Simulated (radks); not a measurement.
# Se inside a hard spherical wall

An exercise on one series of results from a longer session: the logs are not shown, and one member is left open.

Program: radks (a radial shooting solver on a logarithmic mesh, Libxc functionals) version 1. Level of theory: non-relativistic Kohn-Sham, PBE, spin-polarised, spherical densities, point nucleus; open shells are filled with parallel spins first. These are calculated values, not measurements, unless marked.

## Starting point

- element: selenium (Z = 34)
- charge: 0
- electrons: 34
- configuration: [Ar] 3d10 4s2 4p4

Outer shells as boxes (Hund's rule):

Se
```
[Ar] core
3d [↑↓][↑↓][↑↓][↑↓][↑↓]
4s [↑↓]
4p [↑↓][↑ ][↑ ]
```

The first run:

Input:

```text
Z 34
configuration [Ar] 3d10 4s2 4p4 5s0 4d0 5p0
relativity non-relativistic
functional pbe,pbe
spin polarised
nucleus point
```

Steps of the session up to this table: The free atom; Wall at 20 bohr; Wall at 15 bohr; Wall at 10 bohr; Wall at 3.5 bohr; Wall at 2.5 bohr; Wall at 1.5 bohr.

One of the session's tables, all rows but one given; the rest of the session is left out.

| R (bohr) | E − E(free) (eV) | ε(4p) (eV) |
| --- | --- | --- |
| free | 0.000 | -7.151 |
| 20 | 0.000 | -7.151 |
| 15 | 0.000 | -7.151 |
| 10 | 0.002 | -7.145 |
| 3.5 | ? | ? |
| 2.5 | 100.90 | 25.062 |
| 1.5 | 892.10 | 178.95 |

Estimate the missing values for R (bohr) = 3.5.

Worked estimate for «E − E(free) (eV)». A straight line through the neighbours (10, 0.002) and (2.5, 100.90) gives 0.002 + (100.90 − 0.002) × (3.5 − 10) / (2.5 − 10) = 87.447; a parabola fitted to 4 rows on both sides gives 327.735.

The run gave: E − E(free) (eV): 18.172; ε(4p) (eV): 1.702. In «E − E(free) (eV)» the line misses by +69.275 and the parabola by +309.563. Between these rows the values bend or scatter more than so simple an estimate can follow.

In words: Eigenvalues are for spin up. Shells are not refilled when levels cross, and a hard wall is a model, not a crystal.
